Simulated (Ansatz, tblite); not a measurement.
# The cluster Sn₂₄H₄₀O: rung by rung

One table from this session's results is given with a row withheld; the runs are named, their logs left out.

Method: as each input shows; program: Ansatz 0.2.0, Gaussian basis.

The runs, in order: GFN1-xTB, GFN2-xTB, PBE-D4/def2-TZVP, r2SCAN-D4/def2-TZVP, LDA/def2-TZVP, PBE-D4/def2-SVP, PBE0-D4/def2-SVP, MP2/def2-SVP.

1 further run of the same task is left out (set aside as unsound or not needed). Runs told in other sessions of the task aren't counted.

### The relaxed structure

The geometry is that of the singlet, from an earlier relaxation (PBE-D4/def2-SVP, loosely relaxed).

65 atoms, charge 0, spin multiplicity 1.

Bond lengths: Sn1–Sn13 2.816 Å, Sn1–Sn19 2.812 Å, Sn1–H26 1.739 Å, Sn1–H27 1.737 Å, Sn2–Sn16 2.806 Å, Sn2–Sn20 2.814 Å, Sn2–H28 1.737 Å, Sn2–H29 1.735 Å, Sn3–Sn5 2.841 Å, Sn3–Sn13 2.822 Å, Sn3–Sn16 2.825 Å, Sn3–H30 1.747 Å, O4–Sn14 2.187 Å, O4–Sn21 2.161 Å, O4–H31 1.001 Å, Sn5–Sn6 2.856 Å, Sn5–Sn22 2.843 Å, Sn5–H32 1.750 Å and more. Angles: Sn13–Sn1–Sn19 112.6°, Sn13–Sn1–H26 108.7°, Sn13–Sn1–H27 107.0°, Sn19–Sn1–H26 113.0°, Sn19–Sn1–H27 108.2°, H26–Sn1–H27 106.9°, Sn16–Sn2–Sn20 109.1°, Sn16–Sn2–H28 111.2°, Sn16–Sn2–H29 109.0°, Sn20–Sn2–H28 109.8°, Sn20–Sn2–H29 110.3°, H28–Sn2–H29 107.3°, Sn5–Sn3–Sn13 116.3°, Sn5–Sn3–Sn16 100.5°, Sn5–Sn3–H30 111.6°, Sn13–Sn3–Sn16 112.4°, Sn13–Sn3–H30 109.7°, Sn16–Sn3–H30 105.7° and more.

Sn takes a core potential in the def2 sets. No spin-orbit coupling is included.

PBE0-D4/def2-TZVP was run before; its log isn't repeated, and its numbers join the tables.

Set-up of the first run:

Tight binding, by tblite at 300 K electronic temperature and without a spin-polarisation term:

```python
tblite.interface.Calculator('GFN1-xTB', numbers, positions, charge=0, uhf=0).singlepoint()
```

Tight binding, by tblite at 300 K electronic temperature and without a spin-polarisation term:

```python
tblite.interface.Calculator('GFN2-xTB', numbers, positions, charge=0, uhf=0).singlepoint()
```

start.molden holds the orbitals of an earlier run on this state, given as this run's starting guess.

Input file in.yaml:

```yaml
crystal:
  periodic: [false, false, false]
  atoms:
    - {symbol: Sn, position_ang: [-0.651532, 2.889350, -6.144040]}
    - {symbol: Sn, position_ang: [0.758244, -1.437916, -8.280789]}
    - {symbol: Sn, position_ang: [-0.743980, -1.262406, -3.945719]}
    - {symbol: O, position_ang: [-1.678219, 0.030932, -1.079204]}
    - {symbol: Sn, position_ang: [1.855040, -0.763737, -2.911271]}
    - {symbol: Sn, position_ang: [3.152996, 0.829285, -4.895343]}
    - {symbol: Sn, position_ang: [-1.988233, -2.744694, 1.306521]}
    - {symbol: Sn, position_ang: [-2.405253, 1.121043, 4.501773]}
    - {symbol: Sn, position_ang: [1.179078, -1.801077, 4.603503]}
    - {symbol: Sn, position_ang: [0.740473, 1.063358, 1.421950]}
    - {symbol: Sn, position_ang: [-1.531120, -1.246130, 8.309360]}
    - {symbol: Sn, position_ang: [1.616329, 2.374249, 6.590488]}
    - {symbol: Sn, position_ang: [-2.218598, 0.999645, -4.764618]}
    - {symbol: Sn, position_ang: [-3.488595, -0.875307, -0.251674]}
    - {symbol: Sn, position_ang: [-3.582324, -0.260265, 6.658499]}
    - {symbol: Sn, position_ang: [-0.116935, -2.975651, -6.103104]}
    - {symbol: Sn, position_ang: [0.363911, -2.927638, -0.380143]}
    - {symbol: Sn, position_ang: [0.060244, -3.056712, 6.863873]}
    - {symbol: Sn, position_ang: [1.843383, 3.325330, -4.921791]}
    - {symbol: Sn, position_ang: [3.126341, -0.094555, -7.569561]}
    - {symbol: Sn, position_ang: [-0.984073, 2.021370, -0.605463]}
    - {symbol: Sn, position_ang: [2.744114, 0.274289, -0.418022]}
    - {symbol: Sn, position_ang: [-0.870463, -0.704540, 2.985360]}
    - {symbol: Sn, position_ang: [-0.781602, 3.244341, 5.399319]}
    - {symbol: Sn, position_ang: [2.936513, 0.315754, 5.202279]}
    - {symbol: H, position_ang: [-1.578646, 4.347587, -6.337149]}
    - {symbol: H, position_ang: [-0.372999, 2.251874, -7.736049]}
    - {symbol: H, position_ang: [1.040129, -2.429448, -9.678791]}
    - {symbol: H, position_ang: [-0.479489, -0.295476, -8.698256]}
    - {symbol: H, position_ang: [-1.700655, -2.221222, -2.842521]}
    - {symbol: H, position_ang: [-0.945659, -0.636621, -0.935952]}
    - {symbol: H, position_ang: [2.623144, -2.335501, -2.964456]}
    - {symbol: H, position_ang: [4.821729, 1.103354, -4.457651]}
    - {symbol: H, position_ang: [-3.236422, -3.455537, 2.321012]}
    - {symbol: H, position_ang: [-3.649466, 1.771246, 3.463469]}
    - {symbol: H, position_ang: [2.026685, -2.985731, 3.649299]}
    - {symbol: H, position_ang: [1.237765, 2.502225, 2.279977]}
    - {symbol: H, position_ang: [-2.179620, -1.987854, 9.738393]}
    - {symbol: H, position_ang: [-0.550626, 0.090593, 8.821053]}
    - {symbol: H, position_ang: [1.249104, 1.801495, 8.188389]}
    - {symbol: H, position_ang: [2.677642, 3.739829, 6.771894]}
    - {symbol: H, position_ang: [-3.509184, 0.433200, -5.784897]}
    - {symbol: H, position_ang: [-2.975911, 1.737517, -3.382257]}
    - {symbol: H, position_ang: [-4.295458, -1.196898, -1.766254]}
    - {symbol: H, position_ang: [-4.155968, 0.634093, 0.329550]}
    - {symbol: H, position_ang: [-4.513505, -1.588552, 6.037563]}
    - {symbol: H, position_ang: [-4.671083, 0.766522, 7.540915]}
    - {symbol: H, position_ang: [-1.480360, -3.974751, -6.506667]}
    - {symbol: H, position_ang: [1.167758, -4.031202, -5.600074]}
    - {symbol: H, position_ang: [-0.008446, -4.461270, -1.203250]}
    - {symbol: H, position_ang: [1.323682, -3.583522, 0.981185]}
    - {symbol: H, position_ang: [-0.954420, -4.353356, 6.308330]}
    - {symbol: H, position_ang: [1.284627, -3.760982, 7.874764]}
    - {symbol: H, position_ang: [2.707839, 4.538141, -5.816913]}
    - {symbol: H, position_ang: [1.598607, 3.958776, -3.322132]}
    - {symbol: H, position_ang: [3.375631, 1.261399, -8.634434]}
    - {symbol: H, position_ang: [4.459514, -1.184421, -7.806083]}
    - {symbol: H, position_ang: [-0.340481, 2.448337, -2.172595]}
    - {symbol: H, position_ang: [-2.541910, 2.774949, -0.444155]}
    - {symbol: H, position_ang: [3.736938, 1.682496, -0.707673]}
    - {symbol: H, position_ang: [3.755495, -0.940745, 0.300298]}
    - {symbol: H, position_ang: [-0.409941, 4.272198, 4.050478]}
    - {symbol: H, position_ang: [-1.661131, 4.212884, 6.544212]}
    - {symbol: H, position_ang: [3.506812, 0.943420, 3.681889]}
    - {symbol: H, position_ang: [4.335838, -0.199865, 6.094055]}
basis:
  gaussian: {orbitals: def2-TZVP, fitting: {mean_field: def2-universal-jkfit}, initial_orbitals: start.molden}
hamiltonian: {xc: pbe, dispersion: d4}
scf: {omitted_lower_state_checks: [starts]}
output: {orbitals: {seedname: orbitals}}
```

Started as:

```sh
> ansatz run in.yaml --threads 11 --pin off --events-out ev --progress --plain --max-ram 110592MiB --backend cuda --devices 0, --max-vram 75GiB
```

Steps of the session up to this table: PBE-D4/def2-TZVP; r2SCAN-D4/def2-TZVP; LDA/def2-TZVP; PBE-D4/def2-SVP; PBE0-D4/def2-SVP; MP2/def2-SVP.

One of the session's tables, all rows but one given; the rest of the session is left out.

It belongs to the step «Binding energy». 

```
              level  binding an atom (eV)
        HF/def2-SVP                 1.605
      LDA/def2-TZVP                 2.829
    PBE-D4/def2-SVP                 2.434
   PBE-D4/def2-TZVP                 2.444
r2SCAN-D4/def2-TZVP                 2.451
   PBE0-D4/def2-SVP                     ?
  PBE0-D4/def2-TZVP                 2.434
       MP2/def2-SVP                 2.237
```

**Question.** Estimate the row for PBE0-D4/def2-SVP.

As computed: binding an atom (eV): 2.420. In the column «binding an atom (eV)» it lies between MP2/def2-SVP (2.237) and PBE-D4/def2-SVP (2.434).

Caveats from the session: Free atoms were run apart at each level; binding is atoms less cluster, divided by the number of atoms, without zero-point or spin-orbit terms.
